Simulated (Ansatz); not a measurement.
Task: a dielectric-dependent hybrid calculation of C, space group Fd-3m, with the Ansatz DFT code, driven from Python. Give the script and its output. Use (first run): PBE, PAW, cutoff 470 eV, 3×3×3 k-points, fixed occupations.

```
C
1.0
     0.00000    1.78337    1.78337
     1.78337    0.00000    1.78337
     1.78337    1.78337    0.00000
C
2
Cartesian
  0.0000 0.0000 0.0000
  0.8917 0.8917 0.8917
```

`c.py`
```python
import warnings

import ansatz as az
import numpy as np


def count_gap(report):
    # lowest empty less highest filled band, counting bands; zero where they overlap
    return max(report.get("gap_by_band_count_ev") or 0.0, 0.0)


def main() -> None:
    warnings.simplefilter("ignore", az.DeckWarning)

    lattice = az.Lattice.of(
        (0.0, 1.78337, 1.78337),
        (1.78337, 0.0, 1.78337),
        (1.78337, 1.78337, 0.0),
    )
    sites = [
        ("C", (0.0, 0.0, 0.0)),
        ("C", (0.25, 0.25, 0.25)),
    ]
    xtal = az.Crystal(lattice=lattice)
    for symbol, position in sites:
        xtal = xtal.atom(symbol, position)

    model = (
        xtal.calculation()
        .eigensolver("davidson", mixed_precision=False)
        .kpoints(3, 3, 3)
        .basis(470, xc_grid=3)
        .scf(tolerance=1e-08, max_iterations=200)
        .accuracy("medium")
        .occupations("fixed")
        .band_table()
    )
    semilocal = model.functional("pbe").run().report
    hybrid = model.functional(exchange="pbe", correlation="pbe", exact_fraction="inverse_dielectric").run().report
    alpha = hybrid["hybrid"]["exact_exchange_fraction"]
    print(f"fraction of exact exchange {alpha:.4f}, so eps_inf = {1 / alpha:.2f}")
    print(f"gap by band count: {count_gap(semilocal):.3f} eV semilocal, {count_gap(hybrid):.3f} eV hybrid")


if __name__ == "__main__":
    main()
```

```console
$ python c.py
fraction of exact exchange 0.1711, so eps_inf = 5.84
gap by band count: 4.121 eV semilocal, 5.563 eV hybrid
```

The fraction is 0.1711, one over a mean dielectric constant (a third of the trace) of 5.84. It opens the gap from 4.121 to 5.563 eV, by 1.44 eV.

These settings explore the input space; cutoff and mesh may be short of convergence. Along an axis with an odd division the mesh misses the point at one half; a gap read on a finite mesh is an upper bound on this functional's gap. Energy and stress may still move on a finer k-point mesh. Gaps and levels are Kohn-Sham values on a finite set of k-points. The gaps are those of a coarse mesh; the run finds the dielectric constant of the semilocal functional on meshes of its own. The whole script took 6.4 s on 1 thread of Arm Neoverse V1, with other jobs on the host, peak memory 0.42 GiB.
